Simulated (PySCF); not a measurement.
# C₃H₉BrGe: NMR shieldings

Wanted: NMR shieldings for C₃H₉BrGe (`[CH3][Ge]([CH3])([CH3])[Br]`).

Computed with PySCF 2.14.0 and routines of our own; the level stands in each step. Atoms count from 0.

1 further run of the same task is left out (for a basis unfit for spin-orbit shieldings).

## (1) The starting structure

14 atoms, charge 0, multiplicity 1; geometry from: GFN2-xTB.

## (2) Relaxing the molecule at PBE0-D3(BJ)/def2-SVP

What the job is given:

```
{"job": {"xc": "PBE0", "basis": "def2-SVP", "d3": "d3bj", "grid": 1, "maxiter": 30, "kind": "geom"}, "charge": 0, "multiplicity": 1}
C     -0.888489     1.669682    -0.364195
Ge     0.137333     0.103908     0.312943
C      1.701608    -0.357157    -0.828745
C     -1.015637    -1.465296     0.727386
Br     1.028611     0.776544     2.344919
H     -1.339999     1.433316    -1.322956
H     -1.678581     1.942890     0.330956
H     -0.235305     2.529189    -0.493332
H      2.284639    -1.156186    -0.377287
H      1.365282    -0.686826    -1.807114
H      2.349522     0.506113    -0.959655
H     -1.475782    -1.839988    -0.182000
H     -1.803649    -1.190555     1.424336
H     -0.430231    -2.266107     1.172578
```

The run is started by

```bash
$ OMP_NUM_THREADS=1 python heavy_run.py task.json out
```

This one command runs all jobs of the session in turn.

Log:

```text
step   0  E = -4769.61000704  max force = 0.015290
step   1  E = -4769.61152437  max force = 0.007832
step   2  E = -4769.61279842  max force = 0.004300
step   3  E = -4769.61328747  max force = 0.000671
step   4  E = -4769.61330421  max force = 0.000460
step   5  E = -4769.61330938  max force = 0.000545
step   6  E = -4769.61331203  max force = 0.000594
step   7  E = -4769.61331688  max force = 0.000674
step   8  E = -4769.61332197  max force = 0.000728
step   9  E = -4769.61332738  max force = 0.000734
step  10  E = -4769.61333160  max force = 0.000691
step  11  E = -4769.61333390  max force = 0.000641
step  12  E = -4769.61333451  max force = 0.000620
optimisation converged
```

Run time: 2.5 min. Hardware: 1 thread of Arm Neoverse V2, shared host; peak memory 0.64 GiB.

Step by step:

| step | energy from step 0 (eV) | largest force component (eV/Å) |
| --- | --- | --- |
| 0 | 0.0000 | 0.7862 |
| 1 | -0.0413 | 0.4027 |
| 2 | -0.0760 | 0.2211 |
| 3 | -0.0893 | 0.0345 |
| 4 | -0.0897 | 0.0237 |
| 5 | -0.0899 | 0.0280 |
| 6 | -0.0899 | 0.0305 |
| 7 | -0.0901 | 0.0347 |
| 8 | -0.0902 | 0.0374 |
| 9 | -0.0904 | 0.0377 |
| 10 | -0.0905 | 0.0355 |
| 11 | -0.0905 | 0.0330 |
| 12 | -0.0905 | 0.0319 |

Close pairs (by a distance rule), those that changed most:

| bond | before (Å) | after (Å) | change (Å) |
| --- | --- | --- | --- |
| Ge1–C3 | 1.991 | 1.944 | -0.046 |
| C0–Ge1 | 1.991 | 1.945 | -0.046 |
| Ge1–C2 | 1.991 | 1.945 | -0.045 |
| Ge1–Br4 | 2.319 | 2.338 | +0.019 |
| C2–H9 | 1.086 | 1.101 | +0.015 |
| C0–H5 | 1.086 | 1.101 | +0.015 |
| C3–H11 | 1.086 | 1.101 | +0.015 |
| C0–H7 | 1.087 | 1.099 | +0.012 |

The final coordinates are the input of the step that follows.

| at the end point | value |
| --- | --- |
| point group (found at 0.08 Å tolerance) | C3v |
| rotational constants (GHz, main isotopes) | 2.873, 1.232, 1.231 |
| dipole moment (D) | 2.89 |

## (3) NMR shieldings: PBE/pcSseg-1 Br:x2c-TZVPall-2c Ge:x2c-TZVPall-2c, spin-free

What the job is given:

```
{"job": {"kind": "hnmr", "xc": "PBE", "basis": {"default": "pcSseg-1", "Br": "x2c-TZVPall-2c", "Ge": "x2c-TZVPall-2c"}, "rel": "sf"}, "charge": 0, "multiplicity": 1}
C     -0.146190     1.725532    -0.723543
Ge     0.123603     0.110890     0.326292
C      1.501451    -1.040954    -0.421510
C     -1.536382    -0.841245     0.670796
Br     0.912610     0.815652     2.411167
H     -0.525999     1.467950    -1.724352
H     -0.872377     2.384446    -0.227011
H      0.802748     2.269313    -0.833418
H      1.681653    -1.898520     0.241935
H      1.186594    -1.414381    -1.408270
H      2.441494    -0.483072    -0.537206
H     -1.968725    -1.202912    -0.274940
H     -2.260364    -0.175205     1.160989
H     -1.350181    -1.702177     1.328234
```

With the program's defaults for keys left out, this is: PBE/pcSseg-1 Br:x2c-TZVPall-2c Ge:x2c-TZVPall-2c GIAO NMR shielding, spin-free X2C, Gaussian nuclei, gas phase.

Log:

```text
spin-free SCF
coarse grid: 52536 points
cycle   1  E = -4823.9292202551  dE =  9.776e-02  |g| = 9.388e-01  |ddm| = 3.433e+00
cycle   2  E = -4823.7242116446  dE =  2.050e-01  |g| = 1.439e+00  |ddm| = 1.595e+00
cycle   3  E = -4824.0788467492  dE = -3.546e-01  |g| = 8.400e-02  |ddm| = 1.011e+00
cycle   4  E = -4824.0799220881  dE = -1.075e-03  |g| = 2.724e-02  |ddm| = 1.112e-01
cycle   5  E = -4824.0800895134  dE = -1.674e-04  |g| = 1.150e-02  |ddm| = 3.525e-02
cycle   6  E = -4824.0801059767  dE = -1.646e-05  |g| = 2.148e-03  |ddm| = 7.835e-03
cycle   7  E = -4824.0801071147  dE = -1.138e-06  |g| = 6.719e-04  |ddm| = 2.787e-03
final grid: 108088 points
cycle   8  E = -4824.0799692413  dE =  4.200e-08  |g| = 1.225e-03  |ddm| = 4.287e-03
cycle   9  E = -4824.0799684276  dE =  8.137e-07  |g| = 2.294e-03  |ddm| = 3.033e-03
cycle  10  E = -4824.0799695685  dE = -1.141e-06  |g| = 6.903e-05  |ddm| = 1.956e-03
cycle  11  E = -4824.0799695694  dE = -9.004e-10  |g| = 9.779e-06  |ddm| = 6.127e-05
converged SCF energy = -4824.0799695694
check of the scalar solution
cycle   1  E = -4824.0799695694  dE = -4.824e+03  |FDS-SDF| = 9.779e-06
cycle   2  E = -4824.0799695694  dE =  6.003e-11  |FDS-SDF| = 1.452e-05
converged, E = -4824.0799695694

Field gradients (au) and densities at the nuclei (bohr^-3)
atom        Vxx        Vyy        Vzz        centre      nuclear mean
  0 C      0.0014     0.0152    -0.0166        114.365        114.365
  1 Ge    -1.0502    -1.0589     2.1091      28216.491      28201.885
  2 C      0.0013     0.0156    -0.0169        114.365        114.365
  3 C      0.0013     0.0152    -0.0165        114.365        114.365
  4 Br    -2.3931    -2.3967     4.7898      39144.703      39116.513
  5 H     -0.1460    -0.1513     0.2973          0.375          0.375
  6 H     -0.1463    -0.1525     0.2988          0.374          0.374
  7 H     -0.1463    -0.1524     0.2987          0.374          0.374
  8 H     -0.1463    -0.1525     0.2988          0.374          0.374
  9 H     -0.1460    -0.1513     0.2973          0.375          0.375
 10 H     -0.1462    -0.1524     0.2987          0.374          0.374
 11 H     -0.1460    -0.1513     0.2974          0.375          0.375
 12 H     -0.1463    -0.1525     0.2988          0.374          0.374
 13 H     -0.1463    -0.1525     0.2988          0.374          0.374
without picture change
  1 Ge                           2.1735                     41079.456
  4 Br                           4.9492                     59808.066

Core orbital energies (eV)
atom   shell        mean    spread
  1 Ge 1s       -10949.812   0.000
  1 Ge 2s        -1371.191   0.000
  1 Ge 3s         -168.016   0.000
  1 Ge 4s          -17.180   0.000
  1 Ge 2p        -1198.376   0.058
  1 Ge 3p         -115.210   0.167
  1 Ge 3d          -29.031   0.179
  4 Br 1s       -13301.294   0.000
  4 Br 2s        -1730.500   0.000
  4 Br 3s         -236.125   0.000
  4 Br 4s          -19.030   0.000
  4 Br 2p        -1526.385   0.072
  4 Br 3p         -171.660   0.217
  4 Br 3d          -64.999   0.224

Shielding tensors (ppm)
atom      isotropic    diamagn.    paramagn.     s11        s22        s33       span
  0 C       169.89      250.29      -80.41     156.51     165.86     187.29      30.78
  1 Ge     1143.73     2770.30    -1626.57    1095.48    1096.82    1238.90     143.42
  2 C       169.91      250.31      -80.40     156.60     165.87     187.28      30.68
  3 C       169.89      250.30      -80.41     156.44     165.96     187.28      30.84
  4 Br     2561.62     3140.15     -578.53    2379.05    2380.84    2924.97     545.92
  5 H        30.67       30.39        0.28      25.79      27.41      38.80      13.01
  6 H        30.34       29.37        0.97      25.88      28.15      36.99      11.11
  7 H        30.34       29.38        0.96      25.89      28.13      36.99      11.09
  8 H        30.34       29.37        0.97      25.88      28.14      37.00      11.12
  9 H        30.67       30.39        0.27      25.79      27.42      38.78      12.99
 10 H        30.34       29.38        0.96      25.89      28.12      37.00      11.11
 11 H        30.67       30.39        0.28      25.79      27.42      38.80      13.02
 12 H        30.34       29.38        0.96      25.88      28.15      36.98      11.10
 13 H        30.34       29.38        0.96      25.89      28.14      36.98      11.09
```

It took 27 s on 1 thread of Arm Neoverse V2, shared host; peak memory 1.1 GiB.

## (4) Outcome

| quantity | value |
| --- | --- |
| point group | C3v |
| rotational constants (main isotopes) | 2.87, 1.23, 1.23 GHz |
| shieldings (step 3, PBE/pcSseg-1 Br:x2c-TZVPall-2c Ge:x2c-TZVPall-2c, spin-free) | C0 169.9, Ge1 1143.7, C2 169.9, C3 169.9, Br4 2561.6 ppm |

What this shows: Relaxing lowered the energy by 0.091 eV in 12 steps; the close pair that moved most is Ge1–C3, from 1.991 to 1.944 Å. In step 3, Br4 has the widest tensor, 546 ppm.
